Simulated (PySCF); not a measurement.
**C3H9Al2Cl2FSi: geometry, NMR shifts, electronic excitations and core binding energies**

Aim: predict the NMR shifts, electronic excitations and core binding energies of C3H9Al2Cl2FSi (`C=C(F)[SiH2][CH2][AlH-]1[Cl+][AlH2-][Cl+]1`).

Programs: PySCF 2.14.0, with density-fitted response routines of our own. Each step states its level of theory. These are calculated values for one molecule in the gas phase, unless marked as measured. Atoms count from 0, in the outputs and in this text.

**1. Starting geometry**

18 atoms, charge 0, multiplicity 1; geometry from: GFN2-xTB.

Bonds of the start (Å): C0–C1 1.32, C1–F2 1.36, C1–Si3 1.90, Si3–C4 1.91, C4–Al5 1.97, Al5–Cl6 2.22, Cl6–Al7 2.18, Al7–Cl8 2.19, Cl8–Al5 2.20, C0–H9 1.08, C0–H10 1.07, Si3–H11 1.47, Si3–H12 1.47, C4–H13 1.10, C4–H14 1.10, Al5–H15 1.54, Al7–H16 1.54, Al7–H17 1.54.

**2. Relaxing the molecule at PBE0-D3(BJ)/def2-SVP**

What the job is given:

```
{"job": {"xc": "PBE0", "basis": "def2-SVP", "d3": "d3bj", "grid": 1, "kind": "geom"}, "charge": 0, "multiplicity": 1}
C      4.116194    -0.171048     0.074343
C      3.038017     0.154461    -0.616339
F      3.111768     1.240678    -1.438067
Si     1.319886    -0.651144    -0.641278
C      0.068769     0.587095     0.088522
Al    -1.568572     0.293749    -0.970876
Cl    -2.739562    -1.405608    -0.148665
Al    -4.395109    -0.060299     0.287539
Cl    -3.264962     1.620979    -0.532406
H      5.036934     0.384297     0.003478
H      4.092894    -1.018512     0.731915
H      1.401861    -1.885481     0.147588
H      1.017164    -0.963447    -2.044802
H      0.460095     1.597918    -0.072177
H      0.023755     0.450237     1.174311
H     -1.649592     0.074814    -2.493509
H     -4.492337     0.118830     1.816193
H     -5.585962    -0.361201    -0.642186
```

**Question.** This job is followed by: GIAO PBE0/pcSseg-1 NMR shielding, non-relativistic, gas phase; TDDFT CAM-B3LYP/def2-SVPD, vertical, gas phase, core orbitals frozen in the response; GIAO B97-2/pcSseg-1 NMR shielding, non-relativistic, gas phase; delta-SCF UKS SCAN, pcX-2 on the ionised atom, pcseg-1 elsewhere, spin-free X2C. What will the session give for the following? point group; rotational constants (main isotopes); 13C shifts against TMS (PBE0/pcSseg-1); 1H shifts against TMS (PBE0/pcSseg-1, means over atoms taken as alike); 19F shifts against CFCl3 (PBE0/pcSseg-1); 29Si shifts against TMS (PBE0/pcSseg-1); 27Al shifts against AlH4- (PBE0/pcSseg-1); 35Cl shifts against HCl (PBE0/pcSseg-1, means over atoms taken as alike); lowest singlet (CAM-B3LYP/def2-SVPD); brightest single state of those computed; lowest triplet; vertical ionisation energy (ΔSCF); vertical electron affinity (ΔSCF); C1s binding energies, SCAN/pcX-2; Al1s binding energies, SCAN/pcX-2; Al2p binding energies, SCAN/pcX-2; F1s binding energies, SCAN/pcX-2; Si1s binding energies, SCAN/pcX-2; Si2p binding energies, SCAN/pcX-2; Cl1s binding energies, SCAN/pcX-2; Cl2p binding energies, SCAN/pcX-2; range of the shift of Cl6.

The runs gave:

```
                                                                quantity                                             value
                                                             point group                                                C1
                                    rotational constants (main isotopes)                              1.47, 0.29, 0.27 GHz
                                  13C shifts against TMS (PBE0/pcSseg-1)                            179.9, 114.2, -7.2 ppm
  1H shifts against TMS (PBE0/pcSseg-1, means over atoms taken as alike)     5.57, 5.24, 4.70, 4.70, 4.67, 4.37, -0.07 ppm
                                19F shifts against CFCl3 (PBE0/pcSseg-1)                                         -93.9 ppm
                                 29Si shifts against TMS (PBE0/pcSseg-1)                                         -50.7 ppm
                               27Al shifts against AlH4- (PBE0/pcSseg-1)                                    90.8, 76.7 ppm
35Cl shifts against HCl (PBE0/pcSseg-1, means over atoms taken as alike)                                            26 ppm
                                    lowest singlet (CAM-B3LYP/def2-SVPD)                       6.56 eV (189 nm), f = 0.010
                                brightest single state of those computed                       state 3, 6.94 eV, f = 0.485
                                                          lowest triplet                                           4.17 eV
                                       vertical ionisation energy (ΔSCF)                                           9.77 eV
                                       vertical electron affinity (ΔSCF)  -0.53 eV (unbound: the value hangs on the basis)
                                        C1s binding energies, SCAN/pcX-2                C1 292.26, C0 290.31, C4 289.65 eV
                                       Al1s binding energies, SCAN/pcX-2                       Al7 1567.91, Al5 1567.57 eV
                                       Al2p binding energies, SCAN/pcX-2                           Al7 81.60, Al5 81.26 eV
                                        F1s binding energies, SCAN/pcX-2                                      F2 692.65 eV
                                       Si1s binding energies, SCAN/pcX-2                                    Si3 1846.52 eV
                                       Si2p binding energies, SCAN/pcX-2                                     Si3 106.92 eV
                                       Cl1s binding energies, SCAN/pcX-2                                    Cl6 2829.26 eV
                                       Cl2p binding energies, SCAN/pcX-2                                     Cl6 207.18 eV
                                               range of the shift of Cl6                                      14 to 26 ppm
```

What this shows: Over 22 steps the energy fell by 0.544 eV; of the close pairs, Cl6–Al7 changed most, 2.177 to 2.315 Å. At PBE0/pcSseg-1: Shielding is most anisotropic at F2 (span 268 ppm, paramagnetic term -204 ppm). The first singlet state (HOMO−1→LUMO 0.62, HOMO−2→LUMO 0.13) lies at 6.56 eV and is weak; of the 10 states computed, the strongest absorption comes from state 3 at 6.94 eV. The lowest triplet lies 2.38 eV below the lowest singlet (triplets in Tamm-Dancoff, singlets in full TDDFT). The orbital energy would give 9.03 eV for ionisation, ΔSCF gives 9.77 eV. The C1s levels kept as sound span 2.62 eV, from C4 (sp3 CH2 bonded to Al and Si) up to C1 (fully substituted alkene carbon). The Al1s levels kept as sound span 0.34 eV, from Al5 (aluminium bonded to C, 2 Cl, H, in a 4-membered ring) up to Al7 (aluminium bonded to 2 Cl, 2 H, in a 4-membered ring). The Al2p levels kept as sound span 0.34 eV, from Al5 (aluminium bonded to C, 2 Cl, H, in a 4-membered ring) up to Al7 (aluminium bonded to 2 Cl, 2 H, in a 4-membered ring). In ppm, Cl6 (with its like atoms) moves most: its shift spreads over 12 ppm, from 14 (B97-2/pcSseg-1) to 26 (PBE0/pcSseg-1). Part of that comes from the computed reference.
